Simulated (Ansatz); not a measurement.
# TiSnTe3: the cost of one run

Computed with Ansatz 0.2.0 (DFT PBE, scalar-relativistic, plane waves, PAW, unless a step's input says otherwise).

## (1) Starting point

The structure is cubic, space group Pm-3m (No. 221). Conventional cell: a = 5.347 Å, b = 5.347 Å, c = 5.347 Å, α = 90.00°, β = 90.00°, γ = 90.00°. Ti (site symmetry m-3m) has 6 Te at 2.67 Å as nearest neighbours. Around Sn (site symmetry m-3m) lie 12 Te at 3.78 Å. Te (site symmetry 4/mmm) has 2 Ti at 2.67 Å and 4 Sn at 3.78 Å as nearest neighbours.

Coordinates:

```
Ti Sn Te
1.0
     5.34710    0.00000    0.00000
     0.00000    5.34710    0.00000
     0.00000    0.00000    5.34710
Ti Sn Te
1 1 3
Direct
  0.50000 0.50000 0.50000
  0.00000 0.00000 0.00000
  0.50000 0.50000 0.00000
  0.00000 0.50000 0.50000
  0.50000 0.00000 0.50000
```

The cell is invented: species swapped into a database cell of Pr3InN (Pm-3m, No. 221), with Te on the Pr sites, Sn on the In sites and Ti on the N sites. Lengths come from tabulated atomic sizes and are only a guess.

## (2) A first look at the guess

input.yaml

```yaml
crystal:
  lattice:
    - [5.34710107, 0.0, 0.0]
    - [0.0, 5.34710107, 0.0]
    - [0.0, 0.0, 5.34710107]
  atoms:
    - { symbol: Ti, position: [0.5, 0.5, 0.5] }
    - { symbol: Sn, position: [0.0, 0.0, 0.0] }
    - { symbol: Te, position: [0.5, 0.5, 0.0] }
    - { symbol: Te, position: [0.0, 0.5, 0.5] }
    - { symbol: Te, position: [0.5, 0.0, 0.5] }
basis:
  ecutwfc: 420
kpoints:
  mp_grid: { grid: [4, 4, 4] }
hamiltonian:
  xc: pbe
scf:
  occupations: { method: gaussian, width: 0.1 }
  lower_state_search: "off"
output:
  forces: true
  stress: true
  eigenvalues: true
```

Command:

```
ansatz run input.yaml --threads 1 --pin off --max-ram 2560MiB --backend cpu --events-out ev --progress --plain --runs-dir out
```

**Question.** How long does this run take on 1 thread of Arm Neoverse V2, shared host, and how much memory does it need?

About 3.4 s, with a peak of 0.41 GiB.
